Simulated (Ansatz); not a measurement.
# ClH₄ISiSn: up Jacob's ladder to CCSD(T)

An exercise on one series of results from a longer session: the logs are not shown, and one member is left open.

Method: functionals in def2-TZVPP, the program's frozen cores in correlated methods; program: Ansatz 0.2.0, Gaussian basis.

Levels to be run: LDA (SPW92), PBE-D4, revPBE-D4, BLYP-D4, r2SCAN-D4, B97M-V, PBE0-D4, B3LYP-D4, r2SCANh-D4, r2SCAN0-D4, HSE06-D4, BHLYP-D4, CAM-B3LYP-D4, LC-ωPBE, ωB97X-V, ωB97M-V, B2PLYP, PBE-QIDH; CCSD(T)/def2-SVP; CCSD(T)/def2-TZVPP; MP2/def2-QZVPP; extrapolation to the limit; RPA on PBE.

1 further run of the same task is left out (for a known fault of the program). Runs told in other sessions of the task aren't counted.

## The geometry

All runs share one geometry, relaxed beforehand with PBE0-D4 in a triple-zeta def2 set. Sn, I take the def2 core potential; no spin-orbit term is included.

SMILES `[SiH3][SnH]([Cl])[I]`, 8 atoms, charge 0, spin multiplicity 1.

Atoms are counted from 1 here; the program's logs count them from 0.

Bond lengths: Si1–Sn2 2.562 Å, Si1–H5 1.484 Å, Si1–H6 1.482 Å, Si1–H7 1.484 Å, Sn2–Cl3 2.337 Å, Sn2–I4 2.682 Å, Sn2–H8 1.704 Å. Angles: Sn2–Si1–H5 108.4°, Sn2–Si1–H6 106.9°, Sn2–Si1–H7 109.1°, H5–Si1–H6 110.9°, H5–Si1–H7 110.5°, H6–Si1–H7 111.0°, Si1–Sn2–Cl3 106.9°, Si1–Sn2–I4 108.4°, Si1–Sn2–H8 121.7°, Cl3–Sn2–I4 106.8°, Cl3–Sn2–H8 105.1°, I4–Sn2–H8 107.1°.

Coordinates:

```mol
ClH4ISiSn
  3D, bonds by distance, orders not assigned

  8  7  0  0  0  0  0  0  0  0999 V2000
   -0.6127    1.1337    0.5586 Si  0  0
    0.6389   -0.7618   -0.6268 Sn  0  0
    2.1600   -1.6391    0.9153 Cl  0  0
   -1.1134   -2.7139   -1.1863 I   0  0
   -1.6371    1.6708   -0.3708 H   0  0
   -1.2474    0.5454    1.7613 H   0  0
    0.3553    2.1939    0.9342 H   0  0
    1.5487   -0.4861   -2.0413 H   0  0
  1  2  8  0
  2  3  8  0
  2  4  8  0
  1  5  8  0
  1  6  8  0
  1  7  8  0
  2  8  8  0
M  END
```

The first run:

in.yaml

```yaml
crystal:
  periodic: [false, false, false]
  atoms:
    - {symbol: Si, position_ang: [-0.612671, 1.133730, 0.558554]}
    - {symbol: Sn, position_ang: [0.638880, -0.761822, -0.626750]}
    - {symbol: Cl, position_ang: [2.159968, -1.639062, 0.915307]}
    - {symbol: I, position_ang: [-1.113407, -2.713883, -1.186262]}
    - {symbol: H, position_ang: [-1.637102, 1.670810, -0.370773]}
    - {symbol: H, position_ang: [-1.247404, 0.545445, 1.761259]}
    - {symbol: H, position_ang: [0.355315, 2.193902, 0.934239]}
    - {symbol: H, position_ang: [1.548721, -0.486119, -2.041273]}
basis:
  gaussian: {orbitals: def2-TZVPP}
hamiltonian: {xc: lda}
output: {orbitals: {seedname: orbitals}}
```

Launch:

```console
ansatz run in.yaml --threads 4 --pin off --events-out ev --progress --plain --max-ram 10444MiB
```

Among the steps run: LDA; PBE-D4 (GGA); revPBE-D4 (GGA); BLYP-D4 (GGA); r2SCAN-D4 (meta-GGA); B97M-V (meta-GGA); PBE0-D4 (hybrid); B3LYP-D4 (hybrid); r2SCANh-D4 (hybrid); r2SCAN0-D4 (hybrid); HSE06-D4 (hybrid); BHLYP-D4 (hybrid); CAM-B3LYP-D4 (range-separated); LC-ωPBE (range-separated); ωB97X-V (range-separated); ωB97M-V (range-separated); B2PLYP (double hybrid); PBE-QIDH (double hybrid).

One of the session's tables, all rows but one given; the rest of the session is left out.

It belongs to the step «Frontier levels by functional». 

| functional | HOMO (eV) | LUMO (eV) | gap (eV) |
| --- | --- | --- | --- |
| LDA (SPW92) | -6.65 | -2.89 | 3.76 |
| PBE-D4 | -6.52 | -2.64 | 3.88 |
| revPBE-D4 | -6.47 | -2.55 | 3.92 |
| BLYP-D4 | -6.33 | -2.55 | 3.79 |
| r2SCAN-D4 | -6.81 | -2.43 | 4.38 |
| B97M-V | -6.86 | -2.38 | 4.49 |
| PBE0-D4 | -7.62 | -1.83 | 5.79 |
| B3LYP-D4 | -7.38 | -2.07 | 5.31 |
| r2SCANh-D4 | -7.21 | -2.15 | 5.06 |
| r2SCAN0-D4 | -7.81 | -1.72 | 6.09 |
| HSE06-D4 | -7.23 | -2.19 | 5.04 |
| BHLYP-D4 | -8.55 | -0.94 | 7.61 |
| CAM-B3LYP-D4 | -8.83 | -0.88 | 7.95 |
| LC-ωPBE | -10.14 | 0.22 | 10.37 |
| ωB97X-V | ? | ? | ? |
| ωB97M-V | -9.67 | -0.04 | 9.63 |

Q: Estimate the row for ωB97X-V from the others.

As computed: HOMO (eV): -9.82; LUMO (eV): 0.13; gap (eV): 9.95. In the column «HOMO (eV)» it lies between LC-ωPBE (-10.14) and ωB97M-V (-9.67).
